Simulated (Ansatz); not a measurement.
# C2H6SeTe: basis-set convergence

An exercise on one series of results from a longer session: the logs are not shown, and one member is left open.

The runs use Ansatz 0.2.0, Gaussian basis; one geometry, several basis sets.

Plan: PBE0-D4/def2-SVP; ωB97M-V/def2-SVP; PBE0-D4/def2-QZVPP; ωB97M-V/def2-QZVPP; the functionals' def2-TZVPP values are taken from earlier runs.

## The geometry

An earlier PBE0-D4 in a triple-zeta def2 set relaxation fixed the geometry. Te takes the def2 core potential; no spin-orbit term is included.

SMILES `CC([SeH])[TeH]`, 10 atoms, charge 0, spin multiplicity 1.

Atoms are counted from 1 here; the program's logs count them from 0.

Bond lengths: C1–C2 1.511 Å, C1–H5 1.091 Å, C1–H6 1.093 Å, C1–H7 1.095 Å, C2–Se3 1.956 Å, C2–Te4 2.155 Å, C2–H8 1.091 Å, Se3–H9 1.477 Å, Te4–H10 1.658 Å. Angles: C2–C1–H5 111.1°, C2–C1–H6 110.7°, C2–C1–H7 110.3°, H5–C1–H6 108.5°, H5–C1–H7 107.8°, H6–C1–H7 108.3°, C1–C2–Se3 113.5°, C1–C2–Te4 113.2°, C1–C2–H8 111.5°, Se3–C2–Te4 107.2°, Se3–C2–H8 107.9°, Te4–C2–H8 103.0°, C2–Se3–H9 95.5°, C2–Te4–H10 92.5°.

Geometry (Å):

```xyz
10
C2H6SeTe
C    -0.15770    1.01678    0.17438
C    -0.40792   -0.45984   -0.02208
Se    0.82867   -1.59962    0.97678
Te   -0.30884   -1.06988   -2.08683
H     0.85418    1.28816   -0.13103
H    -0.86671    1.60913   -0.40955
H    -0.27250    1.28438    1.22958
H    -1.42332   -0.73504    0.26587
H     0.61759   -0.93139    2.27689
H     1.21955   -0.45377   -2.27101
```

The first run:

Contents of in.yaml:

```yaml
crystal:
  periodic: [false, false, false]
  atoms:
    - {symbol: C, position_ang: [-0.157696, 1.016777, 0.174378]}
    - {symbol: C, position_ang: [-0.407922, -0.459844, -0.022075]}
    - {symbol: Se, position_ang: [0.828674, -1.599616, 0.976780]}
    - {symbol: Te, position_ang: [-0.308841, -1.069879, -2.086829]}
    - {symbol: H, position_ang: [0.854176, 1.288160, -0.131033]}
    - {symbol: H, position_ang: [-0.866707, 1.609127, -0.409548]}
    - {symbol: H, position_ang: [-0.272498, 1.284376, 1.229576]}
    - {symbol: H, position_ang: [-1.423322, -0.735039, 0.265868]}
    - {symbol: H, position_ang: [0.617586, -0.931387, 2.276888]}
    - {symbol: H, position_ang: [1.219550, -0.453775, -2.271005]}
basis:
  gaussian: {orbitals: def2-SVP}
hamiltonian: {xc: pbe0, dispersion: d4}
output: {orbitals: {seedname: orbitals}}
```

Among the steps run: PBE0-D4 in def2-SVP; ωB97M-V in def2-SVP; PBE0-D4 in def2-QZVPP; ωB97M-V in def2-QZVPP.

One of the session's tables, all rows but one given; the rest of the session is left out.

It belongs to the step «Density functionals: the series». 

| functional | basis | HOMO (eV) |
| --- | --- | --- |
| PBE0-D4 | def2-SVP | -6.24 |
| PBE0-D4 | def2-TZVPP | -6.35 |
| PBE0-D4 | def2-QZVPP | -6.36 |
| ωB97M-V | def2-SVP | -8.32 |
| ωB97M-V | def2-TZVPP | ? |
| ωB97M-V | def2-QZVPP | -8.47 |

Q: Estimate the row for ωB97M-V, def2-TZVPP from the others.

**Answer.** HOMO (eV): -8.45. In the column «HOMO (eV)» it lies between ωB97M-V, def2-QZVPP (-8.47) and ωB97M-V, def2-SVP (-8.32).
